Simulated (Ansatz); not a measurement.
# Cl4H2SSi: the cost of one run

All numbers below are computed with Ansatz 0.2.0 (RKS B3LYP/def2-SVP).

**1. Starting point**

Bond lengths: Si1–Cl2 2.480 Å, Si1–Cl3 2.130 Å, Si1–Cl4 2.128 Å, Si1–Cl5 2.128 Å, Si1–S6 2.460 Å, S6–H7 1.400 Å, Cl2–H8 1.492 Å, S6–H8 1.536 Å. Angles (14 of 15 angles, heavy atoms first): Cl2–Si1–Cl3 109.4°, Cl2–Si1–Cl4 109.5°, Cl2–Si1–Cl5 109.5°, Cl2–Si1–S6 71.6°, Cl3–Si1–Cl4 109.5°, Cl3–Si1–Cl5 109.5°, Cl3–Si1–S6 178.9°, Cl4–Si1–Cl5 109.5°, Cl4–Si1–S6 70.0°, Cl5–Si1–S6 70.0°, Si1–Cl2–H8 71.4°, Si1–S6–H7 109.5°, Si1–S6–H8 71.6°, Cl2–H8–S6 145.4°.

Coordinates:

```xyz
8

Si    0.0000    0.0000    0.0000
Cl    0.0000    0.0000    2.4800
Cl    2.0086    0.0000   -0.7093
Cl   -1.0032    1.7381   -0.7093
Cl   -1.0032   -1.7381   -0.7093
S    -2.3345    0.0000    0.7757
H    -3.0901   -0.8728   -0.0163
H    -1.4140    0.0000    2.0048
```

**2. Pulling towards end A**

Springs on the bonds that form and break draw the guess towards this end; the thresholds are loose.

input.yaml reads:

```yaml
crystal:
  periodic: [false, false, false]
  atoms:
    - { symbol: Si, position_ang: [0.0, 0.0, 0.0] }
    - { symbol: Cl, position_ang: [0.0, 0.0, 2.48] }
    - { symbol: Cl, position_ang: [2.0086, 0.0, -0.7093] }
    - { symbol: Cl, position_ang: [-1.0032, 1.7381, -0.7093] }
    - { symbol: Cl, position_ang: [-1.0032, -1.7381, -0.7093] }
    - { symbol: S, position_ang: [-2.3345, 0.0, 0.7757] }
    - { symbol: H, position_ang: [-3.0901, -0.8728, -0.0163] }
    - { symbol: H, position_ang: [-1.414, 0.0, 2.0048] }
basis:
  gaussian: { orbitals: def2-SVP }
hamiltonian:
  xc: b3lyp
relax:
  f_tol: 0.15
  max_steps: 25
  restrain:
    - { distance: [0, 5], at: 3.36, k: 30.0 }
    - { distance: [7, 1], at: 2.57, k: 30.0 }
    - { distance: [0, 1], at: 2.13, k: 30.0 }
    - { distance: [7, 5], at: 1.4, k: 30.0 }
```

On the command line:

```console
ansatz run input.yaml --threads 4 --pin off --max-ram 5120MiB --backend cpu --events-out ev --progress --plain --runs-dir out
```

Q: Estimate wall time and peak memory on 4 threads of Arm Neoverse V1, shared host.

About 27 s, with a peak of 0.34 GiB.
